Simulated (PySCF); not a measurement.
# [Tm(PH3)]3+: other functionals and bases at one geometry

One table from this session's results is given with a row withheld; the runs are named, their logs left out.

Computed with PySCF 2.14.0. Level: several levels, as the steps say, no spin–orbit coupling.

1 further run of the same task is left out (for a known fault of the program).

**The starting structure**

5 atoms, charge 3, spin multiplicity 1.

Bond lengths: Tm1–P2 2.865 Å, P2–H3 1.428 Å, P2–H4 1.428 Å, P2–H5 1.428 Å. Angles: Tm1–P2–H3 110.8°, Tm1–P2–H4 110.8°, Tm1–P2–H5 110.8°, H3–P2–H4 108.1°, H3–P2–H5 108.1°, H4–P2–H5 108.1°.

As a file:

```
Tm    0.00000    0.00000   -0.35926
P     0.00000    0.00000    2.50589
H     1.33511   -0.00001    3.01343
H    -0.66755    1.15624    3.01343
H    -0.66756   -1.15623    3.01343
```

Formal oxidation states: Tm +3. Each metal's 12 4f electrons lie in its core potential, so multiplicities, spins and levels count the valence alone. An earlier session relaxed this geometry at PBE0, Tm lcecp-1-SVP with ECP58, P def2-SVP, H def2-SVP (singlet, point group C3v).

At PBE0 on the finer grid: E = -380.367983 Eh, HOMO -24.61 eV, LUMO -19.69 eV, Mulliken charge on Tm1 +2.25 e, largest force component 0.017 eV/Å. 

Levels to run: B3LYP; wB97X; PBE0, TZVP. Hardware: 2 threads of Arm Neoverse V1, shared host.

The first run:

Contents of run.py (the lines that set the calculation):

```python
mol = gto.M(atom='''
Tm     0.00000     0.00000    -0.35926
P      0.00000     0.00000     2.50589
H      1.33511    -0.00001     3.01343
H     -0.66755     1.15624     3.01343
H     -0.66756    -1.15623     3.01343''',
    basis={'Tm': 'lcecp-1-SVP', 'P': 'def2-SVP', 'H': 'def2-SVP'},
    ecp={'Tm': 'lcecp-1-SVP'},
    charge=3, spin=0)
mf = dft.RKS(mol, xc='B3LYP')
mf.grids.atom_grid = (75, 302)  # f atoms: unpruned, at least (60, 302)
mf = mf.density_fit()  # fitting sets: Tm AutoAux, P def2-universal-JKFIT, H def2-universal-JKFIT
mf.conv_tol = 1e-08; mf.max_cycle = 55
mf.kernel(dm0)  # dm0: the density of the relaxed state
```

Started as:

```sh
$ OMP_NUM_THREADS=2 python run.py
```

Among the steps run: B3LYP; wB97X; PBE0, TZVP.

One table of the session follows, with a row left open; its other results are not shown here.

| level | HOMO (eV) | gap (eV) | charge on Tm1 (e) | dipole (D) | largest force component (eV/Å) |
| --- | --- | --- | --- | --- | --- |
| PBE0 (relaxed here) | -24.61 | 4.92 | 2.25 | 3.56 | 0.02 |
| B3LYP | -24.43 | 4.29 | 2.21 | 3.71 | 0.18 |
| wB97X | -26.69 | 9.48 | 2.28 | 2.87 | 0.14 |
| PBE0, TZVP | ? | ? | ? | ? | ? |

Estimate the missing values for PBE0, TZVP.

**Answer.** HOMO (eV): -24.50; gap (eV): 4.86; charge on Tm1 (e): 2.29; dipole (D): 3.72; largest force component (eV/Å): 0.18. In the column «HOMO (eV)» it lies between PBE0 (relaxed here) (-24.61) and B3LYP (-24.43).

The dipole of a charged species depends on the origin, so these sizes hold for this origin alone.

In one basis the HOMO–LUMO gap runs from 4.29 eV (B3LYP) to 9.48 eV (wB97X). The largest leftover force, 0.18 eV/Å with B3LYP, stands at a geometry relaxed at another level. With 4f in the core, its levels are missing from HOMO and gap, and its count is fixed, so no charge can pass from the ligands into it. Total energies of different levels can't be compared.
